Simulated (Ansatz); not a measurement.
A run of Ansatz 0.2.0 is set up as follows.

input.yaml

```yaml
crystal:
  lattice:
    - [4.1467, 0.0, 0.0]
    - [-2.07335, 3.59115, 0.0]
    - [0.0, 0.0, 5.41629]
  atoms:
    - { symbol: Ni, position: [0.0, 0.0, 0.02221], spin: 1.0 }
    - { symbol: Mo, position: [0.66667, 0.33333, 0.45996], spin: 1.0 }
    - { symbol: Pd, position: [0.33333, 0.66667, 0.74601] }
    - { symbol: Ir, position: [0.33333, 0.66667, 0.25641], spin: 0.6 }
    - { symbol: W, position: [0.66667, 0.33333, 0.99985] }
hamiltonian:
  xc: pbe
  pseudopotentials: { kind: nc, source: spms }
magnetization:
  spin_polarized: true
kpoints:
  mp_grid: { grid: [7, 7, 5] }
scf:
  occupations: { method: fermi_dirac, width: 0.05 }
output:
  forces: true
  stress: true
  eigenvalues: true
```

Potentials or basis: SPMS NC.

The run is started by

```bash
$ ansatz run input.yaml --threads 8 --pin off --max-ram 20480MiB --backend cpu --events-out ev --progress --plain --runs-dir out
```

(1) What does it give for the net moment?

(2) Estimate the largest force.

(3) Estimate the pressure.

## Answers

(1) 0.00 μB per cell.

(2) 0.153 eV/Å.

(3) 0.1 GPa.

Caveat: the starting moments weren't kept.
